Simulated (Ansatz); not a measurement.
# Si3Br2: what a guessed cell relaxes into

The task: take a trial cell of Si3Br2 to zero force and stress.

Computed with Ansatz 0.2.0 (DFT PBE, scalar-relativistic, plane waves, PAW, unless a step's input says otherwise).

### Step 1. The starting structure

The structure is trigonal, space group R-3m (No. 166). Conventional cell: a = 7.286 Å, b = 7.286 Å, c = 8.924 Å, α = 90.00°, β = 90.00°, γ = 120.00°. Si (site symmetry 2/m) is surrounded by 2 Br at 2.23 Å. Around Br (site symmetry 3m) lie 3 Si at 2.23 Å.

Coordinates:

```cif
data_structure
_symmetry_space_group_name_H-M 'P 1'
_symmetry_Int_Tables_number 1
_cell_length_a 5.1523
_cell_length_b 5.1523
_cell_length_c 5.1523
_cell_angle_alpha 90.000
_cell_angle_beta 90.000
_cell_angle_gamma 90.000
_cell_volume 136.77
loop_
_atom_site_label
_atom_site_type_symbol
_atom_site_fract_x
_atom_site_fract_y
_atom_site_fract_z
_atom_site_occupancy
Si1 Si 0.00000 0.50000 0.00000 1
Si2 Si 0.50000 0.00000 0.00000 1
Si3 Si 0.00000 0.00000 0.50000 1
Br1 Br 0.75000 0.75000 0.75000 1
Br2 Br 0.25000 0.25000 0.25000 1
```

Recipe of the guess: ordered vacancies on the cation sites of cuprite (R-3m, No. 166). Lengths come from tabulated atomic sizes and are only a guess.

### Step 2. A first look at the guess

File input.yaml:

```yaml
crystal:
  lattice:
    - [3.64320774, 2.10340697, 2.97466667]
    - [-3.64320774, 2.10340697, 2.97466667]
    - [0.0, -4.20681394, 2.97466667]
  atoms:
    - { symbol: Si, position: [0.0, 0.5, 0.0] }
    - { symbol: Si, position: [0.5, 0.0, 0.0] }
    - { symbol: Si, position: [0.0, 0.0, 0.5] }
    - { symbol: Br, position: [0.75, 0.75, 0.75] }
    - { symbol: Br, position: [0.25, 0.25, 0.25] }
basis:
  ecutwfc: 420
kpoints:
  mp_grid: { grid: [4, 4, 4] }
hamiltonian:
  xc: pbe
scf:
  occupations: { method: gaussian, width: 0.1 }
  lower_state_search: "off"
output:
  forces: true
  stress: true
  eigenvalues: true
```

On the command line:

```bash
$ ansatz run input.yaml --threads 1 --pin off --max-ram 2048MiB --backend cpu --events-out ev --progress --plain --runs-dir out
```

Output, shortened:

```text
[...]
SCF converged after 7 iterations
Free energy (F): -7465.026863 eV
[...]
E sigma→0 (E₀):  -7465.018661 eV
Entropy (-TS):   -0.016403 eV (-3.281 meV/atom)
Fermi energy:    4.764669 eV
[...]
--- Forces (eV/Å), atoms counted from 1 ---
  atom   1  Si     0.00000000    -0.00000000     0.00000000
  atom   2  Si    -0.00000000     0.00000000    -0.00000000
  atom   3  Si     0.00000000    -0.00000000     0.00000000
  atom   4  Br    -0.00000000    -0.00000000    -3.43816484
  atom   5  Br    -0.00000000     0.00000000     3.43816484
[...]
--- Stress (GPa, compression-positive) ---
       24.005649       0.000000       0.000000
        0.000000      24.005649       0.000000
       -0.000000       0.000000      -4.122815
  P = ⅓ Tr σ = 14.6295 GPa (146.295 kbar)
--- Band table (eV; the first three rows and the last of 13) ---
  k-point 0: bands = ["-13.7851", "-13.3947", "-4.6961", "-4.6961", "-2.7086", "-2.7086", "-2.3418", "-0.7943", "0.3768", "2.5332", "2.5332", "3.9380", "3.9380", "5.7754", "6.3587", "6.3587", "7.8503", "8.7571"]
[...]
```

It took 2 s on 1 thread of Arm Neoverse V2, shared host; peak memory 0.33 GiB.

From the probe: pressure 14.6 GPa, largest force 3.44 eV/Å, gap on this mesh none (metal). A cheap, loose relaxation comes first.

### Step 3. Rough relaxation on the coarse mesh

Changes to input.yaml since step 2:

```diff
@@ -24 +24,6 @@
   eigenvalues: true
+relax:
+  adjacent_minimum: "off"
+  f_tol: 0.04
+  max_steps: 70
+  cell: { stress_tol: 0.4 }
```

On the command line:

```bash
$ ansatz run input.yaml --threads 1 --pin off --max-ram 2048MiB --backend cpu --events-out ev --progress --plain --runs-dir out
```

Output:

```text
Warning: RAYON_NUM_THREADS=1 ignored (pool sized by the plan → 1); use --threads N
Engine: ansatz 0.2.0, aarch64-unknown-linux-gnu
Pseudopotentials: kind: paw
Pseudopotential: Si, paw, valence charge 4, recommended cutoff 420 eV (normal), Si.paw.azcp
Pseudopotential: Br, paw, valence charge 7, recommended cutoff 420 eV (normal), Br.paw.azcp
Functional definition: PBE
  parameter kappa = 0.804
  parameter beta = 0.06672455060314922
  exchange = pbe_x(kappa = kappa, mu = beta*pi^2/3)
  correlation = pbe_c(beta = beta)
Crystal: 5 atoms, lattice volume = 136.772 Å³
Basis set: ecut = 420 eV, 2721 PW (Γ), exchange–correlation on 72×72×72 points (8 copies of the dense FFT grid, shifted against one another)
Bands: 18, of which v1, the nominal top of the filled ones, is band 13 counted from 1 (12 counted from 0)
Symmetry: 12 space group operations
Space group: R-3m (ITA 166), of the structure as read, at distance tolerance 5.2e-5 Å
k-points: 13 of 64
Non-local potential: Si, projectors of the file, l = 0: 2, l = 1: 2, l = 2: 2
Non-local potential: Br, projectors of the file, l = 0: 2, l = 1: 2, l = 2: 2
PAW form: soft (Blöchl's): semilocal exchange-correlation on the pseudo side does not see the compensation charge
PAW one-centre angular grid: Si, 110 points (default); XC on 64 Gauss nodes
PAW one-centre angular grid: Br, 110 points (default); XC on 64 Gauss nodes
Initial density: superposition of atomic densities (neutral atoms: chi_scale 0, normalization atom), corrected by the library's trained network
Initial wavefunctions: pseudopotential atomic-orbital guess
Functional: x = pbe(κ = 0.804, μ = 0.2195149727645171), c = pbe(β = 0.06672455060314922)
SCF iter   1: F=—  HF=-7465.033083 eV  |F-HF|=—  |Δ(HF+E_count)|=         —  Δρ=5.18e-3  dr2=4.85e-2  ethr=1.77e-3  ⟨swp⟩=8.1  Hψ=1605  notcnv=0
preconditioner: auto → Resta (q_TF=auto, 2.069 Å⁻¹)  ε∞=5.5  [insulator: Δε(μ)=0.114 eV  Ē_g=6.987 eV  σ=0.100 eV  W_gap=0.53  n_scr=18 (ndim 8)  ℏωp=14.9 eV  f_vac=0.001  D(μ)=3.54/eV (n_scr^D=26)  ε∞_Penn≈5.5]
SCF iter   2: F=—  HF=-7465.026622 eV  |F-HF|=—  |Δ(HF+E_count)|=   6.46e-3  Δρ=2.73e-3  dr2=1.35e-2  ethr=1.86e-4  ⟨swp⟩=1.9  Hψ=459  notcnv=0
SCF iter   3: F=—  HF=-7465.026547 eV  |F-HF|=—  |Δ(HF+E_count)|=   7.50e-5  Δρ=4.45e-4  dr2=3.65e-4  ethr=5.18e-5  ⟨swp⟩=2.6  Hψ=384  notcnv=0
SCF iter   4: F=—  HF=-7465.026801 eV  |F-HF|=—  |Δ(HF+E_count)|=   2.54e-4  Δρ=1.24e-4  dr2=4.32e-5  ethr=1.41e-6  ⟨swp⟩=2.2  Hψ=390  notcnv=0
SCF iter   5: F=—  HF=-7465.026856 eV  |F-HF|=—  |Δ(HF+E_count)|=   5.48e-5  Δρ=3.93e-5  dr2=4.54e-6  ethr=1.66e-7  ⟨swp⟩=2.5  Hψ=388  notcnv=0
SCF iter   6: F=—  HF=-7465.026862 eV  |F-HF|=—  |Δ(HF+E_count)|=   6.38e-6  Δρ=9.21e-6  dr2=2.18e-7  ethr=1.75e-8  ⟨swp⟩=2.2  Hψ=358  notcnv=0
SCF iter   7: F=-7465.026863 eV  HF=-7465.026863 eV  |F-HF|=8.53e-9  |Δ(HF+E_count)|=   3.52e-7  Δρ=1.46e-6  dr2=4.67e-9  ethr=3.85e-10  ⟨swp⟩=8.6  Hψ=1319  notcnv=0
SCF 1 converged in 7 iterations: F = -7465.026863 eV  dr2 = 4.67e-9
relax step   1: F+E_penalty+E_count = -7465.02686261 eV  Δ(F+E_penalty+E_count) = +0.000e0 eV  max|allowed force component| = 3.438e0 eV/Å  Δτ_max = 0.0000 Å  P = +14.629 GPa  Ω = 136.772 Å³  (7 SCF iters, dr2 threshold 1.00e-7 eV, accepted)
Crystal: 5 atoms, lattice volume = 142.904 Å³
Basis set: ecut = 420 eV, 2775 PW (Γ), exchange–correlation on 72×72×72 points (8 copies of the dense FFT grid, shifted against one another)
Initial density: handed on by an earlier stage of this run
Initial wavefunctions: those handed on with the density
iter 1 solved again at ethr=5.11e-4 eV; its pass at ethr=3.10e-3 eV (dr2=1.33e-1 eV) is discarded
SCF iter   1: F=—  HF=-7467.611598 eV  |F-HF|=—  |Δ(HF+E_count)|=         —  Δρ=7.66e-3  dr2=1.34e-1  ethr=5.11e-4  ⟨swp⟩=1.1  Hψ=1918  notcnv=0
preconditioner: auto → Resta (q_TF=auto, 2.054 Å⁻¹)  ε∞=5.8  [insulator: Δε(μ)=0.159 eV  Ē_g=6.664 eV  σ=0.100 eV  W_gap=0.66  n_scr=24 (ndim 8)  ℏωp=14.6 eV  f_vac=0.000  D(μ)=3.03/eV (n_scr^D=18)  ε∞_Penn≈5.8]
SCF iter   2: F=—  HF=-7467.575334 eV  |F-HF|=—  |Δ(HF+E_count)|=   3.63e-2  Δρ=3.46e-3  dr2=2.64e-2  ethr=5.11e-4  ⟨swp⟩=2.6  Hψ=390  notcnv=0
SCF iter   3: F=—  HF=-7467.568295 eV  |F-HF|=—  |Δ(HF+E_count)|=   7.04e-3  Δρ=7.62e-4  dr2=1.32e-3  ethr=1.01e-4  ⟨swp⟩=3.0  Hψ=424  notcnv=0
SCF iter   4: F=—  HF=-7467.568502 eV  |F-HF|=—  |Δ(HF+E_count)|=   2.07e-4  Δρ=1.68e-4  dr2=7.51e-5  ethr=5.09e-6  ⟨swp⟩=2.0  Hψ=402  notcnv=0
SCF iter   5: F=—  HF=-7467.568655 eV  |F-HF|=—  |Δ(HF+E_count)|=   1.53e-4  Δρ=3.41e-5  dr2=2.11e-6  ethr=2.89e-7  ⟨swp⟩=2.1  Hψ=337  notcnv=0
SCF iter   6: F=-7467.568660 eV  HF=-7467.568660 eV  |F-HF|=1.74e-7  |Δ(HF+E_count)|=   4.21e-6  Δρ=7.79e-6  dr2=1.07e-7  ethr=1.92e-9  ⟨swp⟩=8.1  Hψ=1325  notcnv=0
SCF 2 converged in 6 iterations: F = -7467.568660 eV  dr2 = 1.07e-7
relax step   2: F+E_penalty+E_count = -7467.56865984 eV  Δ(F+E_penalty+E_count) = -2.542e0 eV  max|allowed force component| = 2.178e0 eV/Å  Δτ_max = 0.1682 Å  P = +6.299 GPa  Ω = 142.904 Å³  energy of the carried Pulay correction = -5.794e-4 eV  (6 SCF iters, dr2 threshold 5.00e-7 eV, accepted)
Crystal: 5 atoms, lattice volume = 142.795 Å³
Basis set: ecut = 420 eV, 2805 PW (Γ), exchange–correlation on 72×72×72 points (8 copies of the dense FFT grid, shifted against one another)
iter 1 solved again at ethr=1.92e-4 eV; its pass at ethr=3.10e-3 eV (dr2=5.00e-2 eV) is discarded
SCF iter   1: F=—  HF=-7468.788150 eV  |F-HF|=—  |Δ(HF+E_count)|=         —  Δρ=5.04e-3  dr2=4.97e-2  ethr=1.92e-4  ⟨swp⟩=1.2  Hψ=1867  notcnv=0
preconditioner: auto → Kerker (q_TF=auto, 2.054 Å⁻¹)  [metal: Δε(μ)=0.036 eV  Ē_g=6.427 eV  σ=0.100 eV  W_gap=0.20  n_scr=24 (ndim 8)  ℏωp=14.6 eV  f_vac=0.000  D(μ)=1.86/eV (n_scr^D=6)]
SCF iter   2: F=—  HF=-7468.777769 eV  |F-HF|=—  |Δ(HF+E_count)|=   1.04e-2  Δρ=2.72e-3  dr2=1.63e-2  ethr=1.91e-4  ⟨swp⟩=1.3  Hψ=260  notcnv=0
SCF iter   3: F=—  HF=-7468.773633 eV  |F-HF|=—  |Δ(HF+E_count)|=   4.14e-3  Δρ=5.19e-4  dr2=1.13e-3  ethr=6.26e-5  ⟨swp⟩=2.9  Hψ=418  notcnv=0
SCF iter   4: F=—  HF=-7468.773691 eV  |F-HF|=—  |Δ(HF+E_count)|=   5.80e-5  Δρ=1.89e-4  dr2=1.30e-4  ethr=4.36e-6  ⟨swp⟩=2.2  Hψ=380  notcnv=0
SCF iter   5: F=—  HF=-7468.773862 eV  |F-HF|=—  |Δ(HF+E_count)|=   1.71e-4  Δρ=4.72e-5  dr2=4.11e-6  ethr=5.00e-7  ⟨swp⟩=2.0  Hψ=347  notcnv=0
SCF iter   6: F=-7468.773867 eV  HF=-7468.773867 eV  |F-HF|=2.72e-7  |Δ(HF+E_count)|=   4.98e-6  Δρ=1.26e-5  dr2=2.63e-7  ethr=1.92e-9  ⟨swp⟩=8.2  Hψ=1339  notcnv=0
SCF 3 converged in 6 iterations: F = -7468.773867 eV  dr2 = 2.63e-7
relax step   3: F+E_penalty+E_count = -7468.77386730 eV  Δ(F+E_penalty+E_count) = -1.205e0 eV  max|allowed force component| = 1.174e0 eV/Å  Δτ_max = 0.1945 Å  P = +2.105 GPa  Ω = 142.795 Å³  energy of the carried Pulay correction = -5.693e-4 eV  (6 SCF iters, dr2 threshold 5.00e-7 eV, accepted)
[... 11 lines left out ...]
relax step   4: F+E_penalty+E_count = -7469.24644360 eV  Δ(F+E_penalty+E_count) = -4.726e-1 eV  max|allowed force component| = 1.471e-1 eV/Å  Δτ_max = 0.1398 Å  P = +0.585 GPa  Ω = 139.070 Å³  energy of the carried Pulay correction = -2.202e-4 eV  (6 SCF iters, dr2 threshold 5.00e-7 eV, accepted)
[... 11 lines left out ...]
relax step   5: F+E_penalty+E_count = -7469.53783218 eV  Δ(F+E_penalty+E_count) = -2.914e-1 eV  max|allowed force component| = 3.465e-1 eV/Å  Δτ_max = 0.0778 Å  P = +0.310 GPa  Ω = 136.813 Å³  energy of the carried Pulay correction = -3.971e-6 eV  (6 SCF iters, dr2 threshold 5.00e-7 eV, accepted)
[... 10 lines left out ...]
relax step   6: F+E_penalty+E_count = -7469.78512877 eV  Δ(F+E_penalty+E_count) = -2.473e-1 eV  max|allowed force component| = 6.811e-1 eV/Å  Δτ_max = 0.0715 Å  P = +0.059 GPa  Ω = 134.256 Å³  energy of the carried Pulay correction = +2.453e-4 eV  (5 SCF iters, dr2 threshold 5.00e-7 eV, accepted)
[... 11 lines left out ...]
relax step   7: F+E_penalty+E_count = -7469.95801844 eV  Δ(F+E_penalty+E_count) = -1.729e-1 eV  max|allowed force component| = 1.856e-1 eV/Å  Δτ_max = 0.1752 Å  P = -0.029 GPa  Ω = 132.354 Å³  energy of the carried Pulay correction = +4.338e-4 eV  (6 SCF iters, dr2 threshold 5.00e-7 eV, accepted)
[... 9 lines left out ...]
relax step   8: F+E_penalty+E_count = -7469.96220327 eV  Δ(F+E_penalty+E_count) = -4.185e-3 eV  max|allowed force component| = 9.790e-3 eV/Å  Δτ_max = 0.0139 Å  P = -0.213 GPa  Ω = 133.637 Å³  energy of the carried Pulay correction = +3.063e-4 eV  (4 SCF iters, dr2 threshold 5.00e-7 eV, accepted)
[... 9 lines left out ...]
relax step   9: F+E_penalty+E_count = -7469.96339460 eV  Δ(F+E_penalty+E_count) = -1.191e-3 eV  max|allowed force component| = 9.380e-3 eV/Å  Δτ_max = 0.0028 Å  P = +0.003 GPa  Ω = 132.562 Å³  energy of the carried Pulay correction = +4.131e-4 eV  (4 SCF iters, dr2 threshold 4.56e-7 eV, accepted)
Initial wavefunctions: pseudopotential atomic-orbital guess (no wavefunctions were taken with the density)
iter 1 solved again at ethr=1.52e-7 eV; its pass at ethr=3.10e-3 eV (dr2=3.95e-5 eV) is discarded
SCF iter   1: F=—  HF=-7469.978440 eV  |F-HF|=—  |Δ(HF+E_count)|=         —  Δρ=2.80e-4  dr2=1.20e-5  ethr=1.52e-7  ⟨swp⟩=4.2  Hψ=2216  notcnv=0
preconditioner: auto → Resta (q_TF=auto, 2.080 Å⁻¹)  ε∞=6.3  [insulator: Δε(μ)=0.208 eV  Ē_g=6.567 eV  σ=0.100 eV  W_gap=0.68  n_scr=18 (ndim 8)  ℏωp=15.1 eV  f_vac=0.000  D(μ)=1.89/eV (n_scr^D=12)  ε∞_Penn≈6.3]
SCF iter   2: F=—  HF=-7469.978542 eV  |F-HF|=—  |Δ(HF+E_count)|=   1.02e-4  Δρ=1.49e-4  dr2=3.51e-6  ethr=4.62e-8  ⟨swp⟩=2.1  Hψ=375  notcnv=0
SCF iter   3: F=—  HF=-7469.978578 eV  |F-HF|=—  |Δ(HF+E_count)|=   3.63e-5  Δρ=4.07e-6  dr2=1.19e-8  ethr=1.35e-8  ⟨swp⟩=2.0  Hψ=406  notcnv=0
SCF iter   4: F=—  HF=-7469.978578 eV  |F-HF|=—  |Δ(HF+E_count)|=   3.28e-7  Δρ=7.08e-7  dr2=8.60e-10  ethr=1.23e-11  ⟨swp⟩=8.1  Hψ=1319  notcnv=0
SCF iter   5: F=-7469.978578 eV  HF=-7469.978578 eV  |F-HF|=4.91e-11  |Δ(HF+E_count)|=   1.03e-9  Δρ=2.35e-7  dr2=1.45e-10  ethr=3.31e-12  ⟨swp⟩=2.3  Hψ=840  notcnv=0
SCF 10 converged in 5 iterations: F = -7469.978578 eV  dr2 = 1.45e-10
relax step  10: F+E_penalty+E_count = -7469.97857787 eV  Δ(F+E_penalty+E_count) = -1.518e-2 eV  max|allowed force component| = 8.789e-3 eV/Å  Δτ_max = 0.0000 Å  P = +0.144 GPa  Ω = 132.562 Å³  stress off target by 2.17e-1 GPa  SCF on the basis re-selected at this cell (its energy is not comparable with the rows above)  (5 SCF iters)
basis re-selected at this cell: Δ(F+E_penalty+E_count) = -1.518e-2 eV, ΔP = +0.141 GPa vs the last step (what re-selecting the basis moved, of the pressure what is left beyond the Pulay correction that the steps carried, after the strain that the cell walked since its last selection, with what the two solves' SCF thresholds leave and, on support functions, any second-order correction that the steps lacked; it is no measure of the basis error at this ecutwfc). This SCF's stress stands 2.17e-1 GPa from its target on what of the cell is left free (relax.cell.stress_tol is 4.00e-1 GPa) and its largest allowed force component is 8.79e-3 eV/Å (relax.f_tol is 4.00e-2 eV/Å): within both
SCF converged after 5 iterations
Free energy (F): -7469.978578 eV
Harris-Foulkes:  -7469.978578 eV  (|F-HF|=4.91e-11)
Internal energy: -7469.969134 eV  (E = F + TS)
E sigma→0 (E₀):  -7469.973856 eV
Entropy (-TS):   -0.009444 eV (-1.889 meV/atom)
Fermi energy:    4.872961 eV
--- Per-component energies (eV) ---
  E_band       = -37.951722
  E_kinetic    = 375.443483
  E_local      = -582.924489  (includes V_loc(G=0)·N_el)
  E_nonlocal   = 219.026198
  E_hartree    = 158.914357
  E_xc         = -688.821893
  E_vxc        = -339.490132  (∫ρ·V_xc dr)
  E_paw        = -6028.682253  (= ΣΔE_a)
  E_vpaw       = -27.835590  (= ΣTr[D̂ρ^β])
  E_aug_tail   = 0.000023  (compensation charges beyond the density's cutoff)
  E_ewald      = -922.924561
  E_smearing   = -0.009444  (= −TS)
  E_closure    = -0.000000  (closes the sum)
  Σ components = -7469.978578   (vs F -7469.978578, Δ=0.00e0)
--- Forces (eV/Å), atoms counted from 1 ---
  atom   1  Si     0.00000000     0.00000000    -0.00000000
  atom   2  Si     0.00000000    -0.00000000     0.00000000
  atom   3  Si    -0.00000000     0.00000000     0.00000000
  atom   4  Br     0.00000000     0.00000000    -0.00878923
  atom   5  Br    -0.00000000    -0.00000000     0.00878923
  max |Σ_I F_I| component: 1.15e-30 eV/Å
--- Stress (GPa, compression-positive) ---
        0.216851       0.000000      -0.000000
        0.000000       0.216851       0.000000
       -0.000000       0.000000      -0.002552
  P = ⅓ Tr σ = 0.1437 GPa (1.437 kbar)
--- Band table (eV; the first three rows and the last of 13) ---
  k-point 0: bands = ["-12.1418", "-11.2330", "-2.9457", "-2.4963", "-2.4963", "-1.2348", "-1.2348", "-0.3363", "2.7253", "2.7253", "2.9222", "3.0763", "3.0763", "3.8704", "6.7893", "7.6934", "7.6934", "8.9334"]
  k-point 1: bands = ["-12.0224", "-11.3682", "-3.0543", "-2.7958", "-2.5660", "-1.1300", "-0.9777", "0.2230", "2.1435", "2.4820", "2.8453", "2.9760", "3.6597", "4.5219", "6.4892", "7.2366", "7.5504", "9.0482"]
  k-point 2: bands = ["-11.7936", "-11.6126", "-3.2512", "-2.9523", "-2.6285", "-1.0258", "-0.1052", "0.1158", "1.8936", "2.1334", "2.1652", "3.1319", "5.2053", "5.2694", "5.8481", "6.4250", "7.9614", "8.1797"]
  k-point 12: bands = ["-11.8076", "-11.5119", "-3.8160", "-3.8160", "-1.3339", "-1.3339", "-0.3967", "0.1470", "1.6617", "2.9377", "2.9377", "3.2790", "3.2790", "5.3054", "7.1143", "8.5746", "8.5746", "8.8612"]
--- Relaxed structure (9 steps of the walk, 9 accepted, 1 SCFs on fresh bases) ---
  F+E_penalty+E_count = -7469.97857787 eV   max|allowed force component| = 8.789e-3 eV/Å   (the final SCF, on the basis selected at the relaxed cell)
  cell:  # Å, volume = 132.5622 Å³
    - [4.234264945619721, 2.4446540061737414, 2.134385870832659]
    - [-4.234264945619721, 2.4446540061737414, 2.134385870832659]
    - [7.861518163597056e-34, -4.889308012347484, 2.134385870832659]
  atoms:
    - { symbol: Si, position: [0.0, 0.5, 2.7755575615628914e-17] }
    - { symbol: Si, position: [0.5, 0.0, 2.7755575615628914e-17] }
    - { symbol: Si, position: [5.551115123125783e-17, 5.551115123125783e-17, 0.4999999999999999] }
    - { symbol: Br, position: [0.7319286830331219, 0.7319286830331219, 0.731928683033122] }
    - { symbol: Br, position: [0.2680713169668781, 0.2680713169668781, 0.2680713169668781] }
```

Run time: 22 s. Hardware: 1 thread of Arm Neoverse V2, shared host; peak memory 0.35 GiB.

The steps of the relaxation:

```csv
step,energy from step 1 (eV/cell),largest force component (eV/Å),pressure (GPa),volume (Å³)
1,0.0000,3.4382,14.63,136.77
2,-2.5418,2.1777,6.30,142.90
3,-3.7470,1.1742,2.11,142.79
4,-4.2196,0.1471,0.59,139.07
5,-4.5110,0.3465,0.31,136.81
6,-4.7583,0.6811,0.06,134.26
7,-4.9312,0.1856,-0.03,132.35
8,-4.9353,0.0098,-0.21,133.64
9,-4.9365,0.0094,0.00,132.56
10,-4.9517,0.0088,0.14,132.56
```

Step 1 is the start. Step 10 repeats the geometry before it on a plane-wave basis chosen anew for that cell, so its energy need not be comparable with the rows above.

Lengths and angles in the start's conventional setting:

|  | before | after | change |
| --- | --- | --- | --- |
| a (Å) | 7.286 | 8.469 | +16.2 % |
| b (Å) | 7.286 | 8.469 | +16.2 % |
| c (Å) | 8.924 | 6.403 | -28.2 % |
| volume (Å³/atom) | 27.35 | 26.51 | -3.1 % |
| shortest distance (Å) | 2.231 | 2.529 | +13.4 % |
| space group (0.01 Å) | R-3m | R-3m | same |

The run keeps the 12 symmetry operations of the start, so it could not have lowered the symmetry.

(Part 1 of 2 ends here.)
